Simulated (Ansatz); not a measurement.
# Mg3CdS2: the cost of one run

Computed with Ansatz 0.2.0 (DFT PBE, scalar-relativistic, plane waves, PAW, unless a step names another level, unless a step's input says otherwise).

### Step 1. The structure to begin with

Symmetry: P-3m1, No. 164, trigonal system. Conventional cell: a = 3.626 Å, b = 3.626 Å, c = 10.766 Å, α = 90.00°, β = 90.00°, γ = 120.00°. Around Mg (site symmetry -3m) lie 6 S at 2.59 Å. Mg (site symmetry 3m) is surrounded by 3 S at 2.59 Å. Cd (site symmetry -3m) is surrounded by 6 Mg at 3.13 Å. S (site symmetry 3m) is surrounded by 6 Mg at 2.59 Å.

Structure file:

```xyz
6
Lattice="3.6259 0.0000 0.0000 -1.8130 3.1402 0.0000 0.0000 0.0000 10.7660" Properties=species:S:1:pos:R:3 pbc="T T T"
Mg    0.0000    0.0000    5.3830
Mg    0.0000    2.0934    2.3222
Mg    1.8130    1.0467    8.4438
Cd    0.0000    0.0000    0.0000
S     0.0000    2.0934    6.9121
S     1.8130    1.0467    3.8540
```

It came out lowest among 22 distinct ends of the trial cells. At a tolerance of 0.05 Å it has space group P-3m1 (No. 164).

### Step 2. Relaxing to 0.001 eV/Å, on the response runs' mesh and smearing

Contents of input.yaml:

```yaml
crystal:
  lattice:
    - [3.6259428647, 0.0, 0.0]
    - [-1.8129714323, 3.1401586335, 0.0]
    - [0.0, 0.0, 10.7660345835]
  atoms:
    - { symbol: Mg, position: [0.0, 0.0, 0.5] }
    - { symbol: Mg, position: [0.3333333333, 0.6666666667, 0.2156986913] }
    - { symbol: Mg, position: [0.6666666667, 0.3333333333, 0.7843013087] }
    - { symbol: Cd, position: [0.0, 0.0, 0.0] }
    - { symbol: S, position: [0.3333333333, 0.6666666667, 0.6420268938] }
    - { symbol: S, position: [0.6666666667, 0.3333333333, 0.3579731062] }
basis:
  ecutwfc: 420
kpoints:
  mp_grid: { grid: [12, 12, 4] }
hamiltonian:
  xc: pbe
scf:
  occupations: { method: gaussian, width: 0.1 }
output:
  forces: true
  stress: true
  eigenvalues: true
  write_density: true
  write_potential: true
  elf: true
  volumetric_format: npy
relax:
  adjacent_minimum: "off"
  f_tol: 0.001
  max_steps: 60
  cell: { stress_tol: 0.01 }
```

Command:

```sh
ansatz run input.yaml --threads 3 --pin off --max-ram 7680MiB --backend cpu --events-out ev --progress --plain --runs-dir out
```

What time and memory should one allow on 3 threads of Intel Xeon 6975P-C (Granite Rapids), shared host?

About 9.8 s, with a peak of 0.64 GiB.
